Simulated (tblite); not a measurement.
# CH6F2SeSi2: the cost of one run

Computed with tblite 0.8.0 and PySCF 2.14.0, with density-fitted response routines of our own, on a single molecule, in the gas phase or a continuum. Atoms are numbered from 0 throughout.

**1. The starting structure**

12 atoms, charge 0, multiplicity 1; geometry from: force field or distance geometry start.

Bonds of the start (Å): F0–C1 1.39, C1–F2 1.37, C1–Si3 1.86, Si3–Se4 2.26, Se4–Si5 2.27, C1–H6 1.11, Si3–H7 1.48, Si3–H8 1.44, Si5–H9 1.48, Si5–H10 1.46, Si5–H11 1.45.

**2. Optimising the geometry with GFN2-xTB**

Job settings and geometry (Å):

```
{"job": {"kind": "relax", "xc": "GFN2-xTB", "basis": "xTB"}, "charge": 0, "multiplicity": 1}
F     -1.482100    -1.268300     1.455200
C     -1.822600    -0.820700     0.183000
F     -3.180600    -0.901800    -0.014400
Si    -1.163400     0.917900     0.050700
Se     0.893100     1.038600     0.972600
Si     2.507500    -0.000400    -0.232100
H     -1.261900    -1.428300    -0.556500
H     -2.059200     1.798500     0.837400
H     -1.248400     1.321500    -1.326600
H      3.796600     0.541000     0.265500
H      2.565600    -1.442100    -0.002300
H      2.456600     0.243300    -1.658400
```

On the command line:

```console
OMP_NUM_THREADS=1 python probes_run.py task.json out
```

The driver reads the jobs from task.json and runs them one after another.

Q: Estimate the wall time and peak memory of this first job on 1 thread of Arm Neoverse V2, shared host.

About 1 s, with a peak of 0.18 GiB.
